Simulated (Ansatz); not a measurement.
# RuH (sextet): wave-function methods side by side, def2-QZVPP

An exercise on one series of results from a longer session: the logs are not shown, and one member is left open.

The runs use Ansatz 0.2.0, Gaussian basis; def2-QZVPP, core rule «outside noble gas», up to 4 orbitals frozen.

To be run: UHF; ROHF; CCSD(T) on UHF.

**What is computed**

The geometry is a PBE0/def2-TZVP stationary point (not a proven minimum) of the parent state, kept for this charge and spin. No spin-orbit coupling is included. Elements past krypton take def2 core potentials.

2 atoms, charge 0, spin multiplicity 6.

Atoms are counted from 1 here; the program's logs count them from 0.

Bond lengths: Ru1–H2 1.589 Å.

The first run:

in.yaml

```yaml
crystal:
  periodic: [false, false, false]
  atoms:
    - {symbol: Ru, position_ang: [0.000000, 0.000000, 0.000000]}
    - {symbol: H, position_ang: [0.000000, 0.000000, 1.589200]}
basis:
  gaussian: {orbitals: "def2-QZVPP.json"}
magnetization: {spin_polarized: true, initial_magnetization: 5}
hamiltonian: {xc: hf}
output: {orbitals: {seedname: orbitals}}
```

On the command line:

```console
> ansatz run in.yaml --threads 1 --pin off --events-out ev --progress --plain --max-ram 2816MiB --backend cpu
```

Steps of the session up to this table: UHF; ROHF; CCSD(T) on UHF.

One of the session's tables, all rows but one given; the rest of the session is left out.

| method | from UCCSD(T) (meV) |
| --- | --- |
| ROHF | +6023.7 |
| UHF | ? |
| UMP2 | +506.0 |
| UCCSD | +210.1 |
| UCCSD(T) | 0 |

**Question.** Estimate the row for UHF.

As computed: from UCCSD(T) (meV): +5846.2. In the column «from UCCSD(T) (meV)» it lies between UMP2 (+506.0) and ROHF (+6023.7).
